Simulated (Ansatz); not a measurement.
This was printed by a script on the Python package of Ansatz (0.2.0), for a single point from an input typed as a dict of FeNi3, space group I4/mmm. What did the script look like? Level of theory: PBEsol, PAW, cutoff 490 eV, 9×9×9 k-points, Fermi-Dirac smearing of 0.15 eV, collinear spin.

```xyz
4
Lattice="-1.7670 1.7670 3.5396 1.7670 -1.7670 3.5396 1.7670 1.7670 -3.5396" Properties=species:S:1:pos:R:3 pbc="T T T"
Fe    0.0000    0.0000    0.0000
Ni    0.0000    0.0000    3.5396
Ni    0.0000    1.7670    1.7698
Ni    1.7670    0.0000    1.7698
```

```console
$ python deck.py
F = E - TS               -21864.14240 eV
E                        -21863.83396 eV
Harris-Foulkes           -21864.14240 eV
Fermi level                  18.13052 eV
levels less the Fermi level (eV) at the first k-points (first spin channel where there are two)
k = (0.000, 0.000, 0.000)
    -103.338 -103.313 -103.280 -88.526 -63.901 -63.896 -63.896 -63.857 -63.857 -63.848 -63.784 -63.784 -63.717 -54.696 -54.696 -54.678 -9.150 -5.026 -4.469 -4.372 -3.789 -3.434 -3.434 -3.064 -3.064 -2.588 -2.488 -2.488 -1.730 -1.454 -1.444 -1.296 -0.666 -0.507 -0.489 -0.456 -0.456 2.216 7.558 7.558 7.607 7.607 9.044 9.777 9.798 10.541
k = (0.000, 0.000, 0.111)
    -103.337 -103.314 -103.280 -88.526 -63.906 -63.890 -63.883 -63.872 -63.859 -63.834 -63.796 -63.783 -63.718 -54.697 -54.696 -54.678 -8.829 -4.861 -4.360 -4.221 -3.653 -3.645 -3.326 -3.299 -2.952 -2.569 -2.500 -2.433 -1.747 -1.517 -1.481 -1.302 -1.071 -0.802 -0.646 -0.643 -0.509 3.155 5.890 5.927 6.837 6.923 9.128 11.734 11.785 12.010
k = (0.000, 0.000, 0.222)
    -103.332 -103.317 -103.281 -88.526 -63.914 -63.890 -63.879 -63.865 -63.851 -63.823 -63.819 -63.782 -63.721 -54.699 -54.697 -54.678 -7.908 -4.451 -4.168 -4.108 -3.818 -3.794 -3.281 -3.107 -2.676 -2.635 -2.362 -2.254 -1.986 -1.979 -1.774 -1.698 -1.259 -1.127 -0.759 -0.758 -0.665 3.724 3.767 5.041 6.062 6.220 8.007 9.680 14.753 14.851
k = (0.000, 0.000, 0.333)
    -103.327 -103.321 -103.282 -88.526 -63.922 -63.904 -63.885 -63.867 -63.841 -63.814 -63.805 -63.783 -63.725 -54.700 -54.698 -54.678 -6.532 -4.745 -4.560 -3.914 -3.755 -3.256 -3.219 -2.797 -2.670 -2.482 -2.344 -2.225 -2.181 -2.121 -1.959 -1.881 -1.472 -0.923 -0.823 -0.712 -0.705 1.776 1.834 4.621 5.698 5.893 7.337 10.323 15.898 16.622
k = (0.000, 0.000, 0.444)
    -103.324 -103.323 -103.284 -88.526 -63.927 -63.912 -63.904 -63.859 -63.846 -63.795 -63.791 -63.786 -63.729 -54.700 -54.698 -54.678 -5.142 -5.116 -4.861 -4.011 -3.417 -3.373 -3.020 -2.829 -2.773 -2.575 -2.512 -2.492 -2.002 -1.687 -1.619 -1.239 -1.220 -1.190 -0.682 -0.673 0.112 0.151 0.178 1.904 5.571 5.768 9.937 11.651 12.804 13.802
k = (0.000, 0.111, 0.000)
    -103.337 -103.313 -103.280 -88.526 -63.902 -63.894 -63.891 -63.865 -63.857 -63.839 -63.788 -63.787 -63.718 -54.696 -54.696 -54.678 -8.949 -4.938 -4.401 -4.331 -3.767 -3.595 -3.538 -3.000 -2.930 -2.587 -2.495 -2.436 -1.711 -1.482 -1.420 -1.289 -0.875 -0.728 -0.592 -0.583 -0.477 2.507 5.496 6.864 7.008 8.637 9.375 10.100 10.658 11.754
no band edges reported (a metal, or a gap too narrow for this smearing); Fermi level 18.131 eV
stress xx yy zz yz xz xy (GPa, compression positive): -8.214 -8.214 -8.148 0.000 0.000 0.000
P = -81.92 kbar
site moments (muB): [2.78, 0.61, 0.63, 0.63]
electrons up, down: [37.258, 32.742]
```

One script that gives this output:

`deck.py`
```python
'''FeNi3 from an input typed as a mapping.'''

import ansatz as az
import numpy as np


def main() -> None:
    deck = {
        'crystal': {
            'lattice': [
                [-1.766979, 1.766979, 3.539592],
                [1.766979, -1.766979, 3.539592],
                [1.766979, 1.766979, -3.539592],
            ],
            'atoms': [
                {'symbol': 'Fe', 'position': [0.0, 0.0, 0.0], 'spin': 2.4},
                {'symbol': 'Ni', 'position': [0.5, 0.5, 0.0], 'spin': 1.0},
                {'symbol': 'Ni', 'position': [0.75, 0.25, 0.5], 'spin': 1.0},
                {'symbol': 'Ni', 'position': [0.25, 0.75, 0.5], 'spin': 1.0},
            ],
        },
        'magnetization': {'spin_polarized': True},
        'kpoints': {'mp_grid': {'grid': [9, 9, 9]}},
        'hamiltonian': {'xc': 'pbesol'},
        'scf': {'occupations': {'method': 'fermi_dirac', 'width': 0.15}},
        'basis': {'ecutwfc': '18 Ha'},
        'output': {'forces': True, 'stress': True, 'eigenvalues': True},
    }

    done = az.Session.from_dict(deck).plan().execute()
    rep = done.report

    print('%-22s %14.5f eV' % ('F = E - TS', rep['free_energy_ev']))
    print('%-22s %14.5f eV' % ('E', rep['internal_energy_ev']))
    print('%-22s %14.5f eV' % ('Harris-Foulkes', rep['harris_foulkes_ev']))
    print('%-22s %14.5f eV' % ('Fermi level', rep['fermi_energy_ev']))

    fermi = rep['fermi_energy_ev']
    print('levels less the Fermi level (eV) at the first k-points (first spin channel where there are two)')
    for k, levels in list(zip(rep['kpoints_frac'], rep['eigenvalues_ev']))[:6]:
        print('k = ({:.3f}, {:.3f}, {:.3f})'.format(*k))
        print('   ', ' '.join(f'{e - fermi:.3f}' for e in levels))

    edges = rep.get('band_edges_ev')
    if edges:
        print(f'band edges on the mesh: {edges[0]:.3f} and {edges[1]:.3f} eV, gap {edges[1] - edges[0]:.3f} eV')
    else:
        print('no band edges reported (a metal, or a gap too narrow for this smearing); Fermi level', round(rep['fermi_energy_ev'], 3), 'eV')

    # the stress is positive in compression
    sigma = rep['stress_gpa']
    voigt = [sigma[0][0], sigma[1][1], sigma[2][2], sigma[1][2], sigma[0][2], sigma[0][1]]
    print('stress xx yy zz yz xz xy (GPa, compression positive):', ' '.join(f'{s:.3f}' for s in voigt))
    print('P =', round(10 * float(np.mean(voigt[:3])), 2), 'kbar')

    print('site moments (muB):', [round(m, 2) for m in rep['site_moments_mub']])
    print('electrons up, down:', [round(n, 3) for n in rep['spin_occupation_sums']])


if __name__ == '__main__':
    main()
```

What to keep in mind:
- Total energies depend on the potentials; only differences at equal settings carry meaning. A total without «per atom» is that of the cell as typed.
- Other magnetic orders than the one started from may lie lower.
- For a metal this k-point mesh is coarse: on a finer one energies can move by several to tens of meV an atom and pressures by half a GPa or more, differences at one mesh by less.
- Only differences from the Fermi energy are physical; the zero of the scale is a convention.
- The smearing is wide enough that free energy and stress hold a thermal part of the electrons.
- At these settings the cell as given stands under about -8 GPa, so it isn't at this functional's equilibrium volume.
- This cell is a computed structure, which may not be the phase found in nature.
- Gaps and levels are Kohn-Sham values on a finite set of k-points.
- Wall time of the script: 35 s on 1 thread of Arm Neoverse V2, with other jobs on the host, peak memory 0.69 GiB.
